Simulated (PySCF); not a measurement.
# TaO₂Cl: structure of the singlet

Aim: relax TaO₂Cl as a singlet from a trigonal pyramidal start, check by its vibrations whether the end is a minimum, and collect its spectrum and constants.

Computed with PySCF 2.14.0. Level: PBE0, basis Ta def2-TZVP with ECP60, O def2-TZVP, Cl def2-TZVP, scalar-relativistic core potentials, no spin–orbit coupling, density fitting.

## 1. Where the work starts

4 atoms, charge 0, spin multiplicity 1.

Bond lengths: Ta1–O2 1.830 Å, Ta1–O3 1.830 Å, Ta1–Cl4 2.450 Å. Angles: O2–Ta1–O3 99.8°, O2–Ta1–Cl4 99.8°, O3–Ta1–Cl4 99.8°.

Z-matrix (Å, degrees; charge 0 multiplicity 1):
```
Ta
O  1 1.8300
O  1 1.8300 2 99.75
Cl 1 2.4500 2 99.75 3 -101.77
```

## 2. First SCF at the start

The steps below are one call of a driver around PySCF. For each, scf.py gives the equivalent set-up of the SCF; relaxations use the driver's own optimiser. After this first run the driver tries any further starts and a stability analysis.

File scf.py:

```python
from pyscf import gto, scf, dft
mol = gto.M(atom='''
Ta     0.000000     0.000000     0.000000
O     -0.807900     1.399300     0.859100
O     -0.807900    -1.399300     0.859100
Cl     2.163200     0.000000     1.150200''',
    basis={'Ta': 'def2-TZVP', 'O': 'def2-TZVP', 'Cl': 'def2-TZVP'},
    ecp={'Ta': 'def2-TZVP'},
    charge=0, spin=0)
mf = dft.RKS(mol, xc='PBE0')
mf.grids.atom_grid = (50, 194)
aux = {'Ta': 'def2-universal-JKFIT', 'O': 'def2-universal-JKFIT', 'Cl': 'def2-universal-JKFIT'}
mf = mf.density_fit(auxbasis=aux)
mf.conv_tol = 1e-08
mf.diis_space = 10
mf.max_cycle = 60
mf.init_guess = 'minao'
mf.verbose = 4
mf.kernel()
```

On the command line:

```
$ OMP_NUM_THREADS=4 python axn.py task.json out
```

Log:

```text
init E= -647.682026423037
  HOMO = -0.499484003436646  LUMO = -0.344899178352057  gap/eV = 4.20647
cycle= 1 E= -667.164640061204  delta_E= -19.5  |g|= 1.32  |ddm|= 7.04
  HOMO = -0.176305376919912  LUMO = -0.0515434929330289  gap/eV = 3.39494
cycle= 2 E= -657.425273012069  delta_E= 9.74  |g|= 6.04  |ddm|= 3.91
  HOMO = -0.237995924346951  LUMO = -0.101772587228784  gap/eV = 3.70683
cycle= 3 E= -667.470570505611  delta_E=  -10  |g|= 0.451  |ddm|= 3.66
  HOMO = -0.317228232312026  LUMO = -0.188115417335343  gap/eV = 3.51334
cycle= 4 E= -667.495186732816  delta_E= -0.0246  |g|= 0.344  |ddm|= 0.66
  HOMO = -0.296097706887005  LUMO = -0.162003807041071  gap/eV = 3.64888
cycle= 5 E= -667.52388651815  delta_E= -0.0287  |g|= 0.102  |ddm|= 0.307
  HOMO = -0.298675057843954  LUMO = -0.160151522195733  gap/eV = 3.76942
cycle= 6 E= -667.525995647704  delta_E= -0.00211  |g|= 0.0468  |ddm|= 0.0788
  HOMO = -0.301306146778504  LUMO = -0.158760589295881  gap/eV = 3.87886
cycle= 7 E= -667.526387696406  delta_E= -0.000392  |g|= 0.0186  |ddm|= 0.0203
  HOMO = -0.302529848134582  LUMO = -0.158740870211316  gap/eV = 3.91270
cycle= 8 E= -667.526453739592  delta_E= -6.6e-05  |g|= 0.00315  |ddm|= 0.0085
  HOMO = -0.302539602474712  LUMO = -0.158584811125932  gap/eV = 3.91721
cycle= 9 E= -667.526455946657  delta_E= -2.21e-06  |g|= 0.000531  |ddm|= 0.00258
  HOMO = -0.302561493051748  LUMO = -0.158593880344251  gap/eV = 3.91756
cycle= 10 E= -667.526456019254  delta_E= -7.26e-08  |g|= 0.000117  |ddm|= 0.000442
  HOMO = -0.302562286034622  LUMO = -0.158598451354112  gap/eV = 3.91746
cycle= 11 E= -667.526456022612  delta_E= -3.36e-09  |g|= 3.81e-05  |ddm|= 9.38e-05
  HOMO = -0.30255244509973  LUMO = -0.158599447893469  gap/eV = 3.91716
Extra cycle  E= -667.526456020355  delta_E= 2.26e-09  |g|= 0.000115  |ddm|= 7.22e-05
converged SCF energy = -667.526456020355
```

This step, with its further starts and checks, needed 12 s of wall time on 4 threads of Arm Neoverse V1, shared host.

Energies from each starting density:

```csv
start,energy (Eh)
the minimal-basis guess,-667.526456
a thermally smeared density,-667.526456
a smeared PBE density,-667.526456
```

No lower closed-shell solution turned up from the other starts or in the test of internal stability.

## 3. Trigonal pyramidal start, singlet: relaxation

The program finds Cs symmetry in the start, which this walk keeps. Threshold on the gradient: 0.0003 Eh/bohr, with a further test on the energy change.

Edit scf.py of step 2 so:

```diff
@@ -3,4 +3,4 @@
-Ta     0.000000     0.000000     0.000000
-O     -0.807900     1.399300     0.859100
-O     -0.807900    -1.399300     0.859100
-Cl     2.163200     0.000000     1.150200''',
+Ta    -0.200882     0.000000    -0.273101
+O     -1.008782     1.399300     0.585999
+O     -1.008782    -1.399300     0.585999
+Cl     1.962318     0.000000     0.877099''',
@@ -17 +16,0 @@
-mf.init_guess = 'minao'
```

Energy and gradient, step by step:

```csv
step,energy (Eh),change (kJ/mol),largest symmetric gradient (Eh/bohr)
0,-667.526456,0.00,0.14305
1,-667.559966,-87.98,0.03796
2,-667.562320,-94.16,0.01072
3,-667.562545,-94.75,0.00299
4,-667.562614,-94.93,0.00074
5,-667.562625,-94.96,0.00023
6,-667.562626,-94.96,0.00005
```

The walk took 18 s.

Positions (Å) and forces (eV/Å) along the way:

```
step 0
Ta  -0.201   0.000  -0.273  -2.720   0.000   7.356
O   -1.009   1.399   0.586   2.161  -3.402  -2.991
O   -1.009  -1.399   0.586   2.161   3.402  -2.991
Cl   1.962   0.000   0.877  -1.601   0.000  -1.374
step 1
Ta  -0.215   0.000  -0.121   1.949   0.000  -0.071
O   -0.991   1.374   0.530  -0.685   0.634   0.278
O   -0.991  -1.374   0.530  -0.685  -0.634   0.278
Cl   1.941   0.000   0.838  -0.579   0.000  -0.485
step 3
Ta  -0.167   0.000  -0.068  -0.155   0.000   0.143
O   -1.026   1.379   0.514   0.032  -0.043  -0.067
O   -1.026  -1.379   0.514   0.032   0.043  -0.067
Cl   1.964   0.000   0.815   0.092   0.000  -0.010
step 6
Ta  -0.166   0.000  -0.048   0.001   0.000   0.000
O   -1.036   1.382   0.506  -0.001   0.000   0.003
O   -1.036  -1.382   0.506  -0.001   0.000   0.003
Cl   1.983   0.000   0.811   0.000   0.000  -0.006
```

End point (Cs, 6 steps, 95.0 kJ/mol gained): Ta–Cl 2.314 Å, Ta–O 1.725 Å (×2); Cl–Ta–O 110.4° (×2), O–Ta–O 106.5°.

## 4. Frequencies

The point is checked on the finer grid, and tightened if its gradient asks for it. The Hessian and the dipole derivatives come from central differences of analytic gradients, with steps of 0.02 bohr.

Edit scf.py of step 3 so:

```diff
@@ -3,4 +3,4 @@
-Ta    -0.200882     0.000000    -0.273101
-O     -1.008782     1.399300     0.585999
-O     -1.008782    -1.399300     0.585999
-Cl     1.962318     0.000000     0.877099''',
+Ta    -0.190595    -0.000000    -0.192744
+O     -1.061228     1.381686     0.361689
+O     -1.061228    -1.381686     0.361689
+Cl     1.957982     0.000000     0.666379''',
@@ -11 +11 @@
-mf.grids.atom_grid = (50, 194)
+mf.grids.atom_grid = (75, 302)
@@ -14 +14 @@
-mf.conv_tol = 1e-08
+mf.conv_tol = 1e-10
```

The driver hands on the density of the step before, so the log starts near convergence.

SCF at the final geometry:

```text
init E= -667.562607478986
  HOMO = -0.311019328165578  LUMO = -0.150840892075545  gap/eV = 4.35868
cycle= 1 E= -667.562607478969  delta_E= 1.76e-11  |g|= 1.21e-05  |ddm|= 1.43e-05
  HOMO = -0.311015874593597  LUMO = -0.150840328484332  gap/eV = 4.35860
cycle= 2 E= -667.562607478858  delta_E= 1.11e-10  |g|= 2.65e-05  |ddm|= 2.27e-05
  HOMO = -0.31101822000626  LUMO = -0.150840186699578  gap/eV = 4.35867
cycle= 3 E= -667.562607478988  delta_E= -1.3e-10  |g|= 6.91e-06  |ddm|= 1.48e-05
  HOMO = -0.31101821235183  LUMO = -0.150840573669121  gap/eV = 4.35866
cycle= 4 E= -667.562607478999  delta_E= -1.08e-11  |g|= 2.14e-07  |ddm|= 4.3e-06
  HOMO = -0.311018195181304  LUMO = -0.150840528068999  gap/eV = 4.35866
Extra cycle  E= -667.562607479002  delta_E= -3.52e-12  |g|= 3.72e-07  |ddm|= 3.46e-07
converged SCF energy = -667.562607479002
```

The whole step took 83 s.

Geometry: Cs; Ta–Cl 2.314 Å, Ta–O 1.725 Å (×2); Cl–Ta–O 110.4° (×2), O–Ta–O 106.5°.

Harmonic modes (main isotopes):

```
symmetry  ω (cm⁻¹)  IR (km/mol)  μ (u)
      a'       155         38.3  20.93
     a''       177          1.1  20.13
      a'       332          7.2  18.22
      a'       405         59.4  35.43
     a''       955          214  17.70
      a'      1016         88.0  17.00
```

Every mode is real; the point is a minimum.

Constants and moments:

```yaml
Dipole_moment: 5.49 D
Highest_occupied_level: -8.46 eV
Lowest_empty_level: -4.10 eV
Rotational_constants: 0.2175, 0.083, 0.06805 cm⁻¹
Zero-point_energy: 18.2 kJ/mol
Principal_polarisabilities: 35.3, 52.7, 61.6 bohr³
Atomisation_energy_without_zero-point_energy: 1852 kJ/mol
Principal_traceless_quadrupole_moments_about_the_centre_of_mass: -7.04, -5.80, 12.84 D Å
Entropy_at_298.15_K_and_1_bar: 320.1 J/(mol K)
Heat_capacity_Cp_at_298.15_K: 65.2 J/(mol K)
Enthalpy_at_298.15_K_above_0_K: 15.16 kJ/mol
Rotational_symmetry_number: 1
```

Populations by atom (charges in e):

| atom | Mulliken | Löwdin | polar tensor | Mayer order to Ta1 |
| --- | --- | --- | --- | --- |
| Ta1 | 1.35 | 0.58 | 2.10 | – |
| O2,3 | -0.50 | -0.30 | -0.79 | 2.12 |
| Cl4 | -0.35 | 0.02 | -0.53 | 1.05 |

Outer orbital energies (eV). occupied: -11.03, -10.97, -10.57, -10.40, -9.79, -9.37, -9.26, -8.46; empty: -4.10, -2.26, -1.02, -0.19.

Mulliken populations on Ta1 (outside its core potential): s 2.30, p 6.27, d 2.92, f 0.15.

## 5. Would spin polarisation lower it?

At the lowest minimum the closed shell is tested against spin polarisation, on the (50, 194) grid. It is stable.

## 6. What came out

| quantity | value |
| --- | --- |
| minimum | singlet, Cs |
| geometry | Ta–Cl 2.314 Å, Ta–O 1.725 Å (×2); Cl–Ta–O 110.4° (×2), O–Ta–O 106.5° |
| wavenumbers (cm⁻¹) | 155 (a'), 177 (a''), 332 (a'), 405 (a'), 955 (a''), 1016 (a') |
| dipole moment | 5.49 D |
| highest occupied, lowest empty level | -8.46, -4.10 eV |
| polar-tensor charge of Ta1 | +2.10 e |
| zero-point energy | 18.2 kJ/mol |
| entropy at 298.15 K | 320.1 J/(mol K) |
| atomisation energy (no zero-point energy) | 1852 kJ/mol |

**Reading.** The molecule stays Cs, as typed, and the end point is a minimum. The strongest infrared band lies at 955 cm⁻¹ (a'', stretch). With 5.5 D the molecule is strongly polar. Only this shape and spin were tried, so other structures or states may lie lower. Spin–orbit coupling, left out here, can matter for elements this heavy.

The search up to here needed 2 min of wall time on 4 threads of Arm Neoverse V1, shared host.
